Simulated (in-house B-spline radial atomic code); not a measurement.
**Lu⁺: excited configurations**

How much energy does it take to promote electrons of Lu⁺ to other shells? Each configuration is solved by itself and compared with the reference.

The numbers are computed with in-house B-spline radial atomic code version 1 (Dirac-Hartree-Fock, average of configuration, Fermi nucleus, basis-set limit), except any that are marked as measured or tabulated.

## (1) The system

```
element       : lutetium (Z = 71)
charge        : +1
electrons     : 70
configuration : [Xe] 4f14 6s2
Hamiltonian   : Dirac-Coulomb
nucleus       : Fermi, rms radius 5.370 fm
```

Outer shells as boxes (Hund's rule):

[Xe] 4f14 6s2
```
[Xe] core
4f [↑↓][↑↓][↑↓][↑↓][↑↓][↑↓][↑↓]
6s [↑↓]
```

The run's settings:

```ini
Z = 71
electrons = 70.0
configuration = [Xe] 4f14 6s2
hamiltonian = dirac
method = hf
spin_polarised = False
nucleus = fermi
rms_radius = 5.37
mass_number = 175
atomic_mass = 174.940777211
speed_of_light = 137.035999084
```

From the earlier run of the reference: total energy -14572.288784 hartree. Levels, eight at most:

```tsv
orbital	occupation	energy (eV)	<r> (bohr)
4d3/2	4	-237.04	0.5427
4d5/2	6	-226.62	0.5542
5s1/2	2	-82.605	1.187
5p1/2	2	-53.027	1.324
5p3/2	4	-45.653	1.430
4f5/2	6	-32.306	0.6922
4f7/2	8	-30.559	0.7057
6s1/2	2	-12.772	3.423
```

## (2) Run with [Xe] 4f13 5g1 6s2

The run's settings:

```ini
Z = 71
electrons = 70.0
configuration = [Xe] 4f13 5g1 6s2
hamiltonian = dirac
method = hf
spin_polarised = False
nucleus = fermi
rms_radius = 5.37
mass_number = 175
atomic_mass = 174.940777211
speed_of_light = 137.035999084
```

## (3) Run with [Xe] 4f13 6s2 7f1

The settings differ from step 2 so:

```diff
@@ -2,3 +2,3 @@
 electrons = 70.0
-configuration = [Xe] 4f13 5g1 6s2
+configuration = [Xe] 4f13 6s2 7f1
 hamiltonian = dirac
```

## (4) [Kr] 4d9 4f14 5s2 5p6 6s2 10p1

The settings differ from step 3 so:

```diff
@@ -2,3 +2,3 @@
 electrons = 70.0
-configuration = [Xe] 4f13 6s2 7f1
+configuration = [Kr] 4d9 4f14 5s2 5p6 6s2 10p1
 hamiltonian = dirac
```

## (5) Run with [Xe] 4f13 6s2 7g1

The settings differ from step 4 so:

```diff
@@ -2,3 +2,3 @@
 electrons = 70.0
-configuration = [Kr] 4d9 4f14 5s2 5p6 6s2 10p1
+configuration = [Xe] 4f13 6s2 7g1
 hamiltonian = dirac
```

## (6) Run with [Kr] 4d9 4f14 5s2 5p6 6s2 8d1

The settings differ from step 5 so:

```diff
@@ -2,3 +2,3 @@
 electrons = 70.0
-configuration = [Xe] 4f13 6s2 7g1
+configuration = [Kr] 4d9 4f14 5s2 5p6 6s2 8d1
 hamiltonian = dirac
```

## (7) Run with [Xe] 4f13 5f1 6s2

The settings differ from step 6 so:

```diff
@@ -2,3 +2,3 @@
 electrons = 70.0
-configuration = [Kr] 4d9 4f14 5s2 5p6 6s2 8d1
+configuration = [Xe] 4f13 5f1 6s2
 hamiltonian = dirac
```

**Question.** How far above the reference does each configuration lie (order and size, in eV)?

As calculated:

| net move | configuration | energy above the reference (eV) | with Breit, QED, recoil (eV) | largest <r> (bohr) |
| --- | --- | --- | --- | --- |
| 4f → 5f | [Xe] 4f13 5f1 6s2 | 19.759 | 19.924 | 8.53 |
| 4f → 5g | [Xe] 4f13 5g1 6s2 | 21.066 | 21.232 | 13.7 |
| 4f → 7f | [Xe] 4f13 6s2 7f1 | 21.694 | 21.859 | 23.2 |
| 4f → 7g | [Xe] 4f13 6s2 7g1 | 22.133 | 22.298 | 31.7 |
| 4d → 8d | [Kr] 4d9 4f14 5s2 5p6 6s2 8d1 | 218.33 | 218.15 | 20.2 |
| 4d → 10p | [Kr] 4d9 4f14 5s2 5p6 6s2 10p1 | 218.93 | 218.75 | 31.4 |

Quantum defects of the promoted electron, δ = n − ζ/√(−2ε) with ζ = 2 and ε its orbital energy in hartree:

| promotion | δ |
| --- | --- |
| 4f → 7f | 1.077 |
| 4f → 7g | 0.004 |
| 4d → 8d | 2.642 |
| 4d → 10p | 3.514 |

**Reading.** The lowest of them is 4f → 5f at 19.759 eV and the highest 4d → 10p at 218.93 eV. 6 of them lie more than 2 % above the ionisation threshold that Koopmans' theorem gives (12.772 eV), where such states can decay by emitting an electron. Of those tabulated, the defect is largest for 10p (3.51) and least for 7g (0.00): low angular momentum penetrates the core, high angular momentum stays outside it. Two partly filled shells share a symmetry and can mix in the average, which may lower the energy, for: 4f → 5f; 4f → 7f; 4d → 8d. These are averages over configurations, without correlation, not spectroscopic levels.
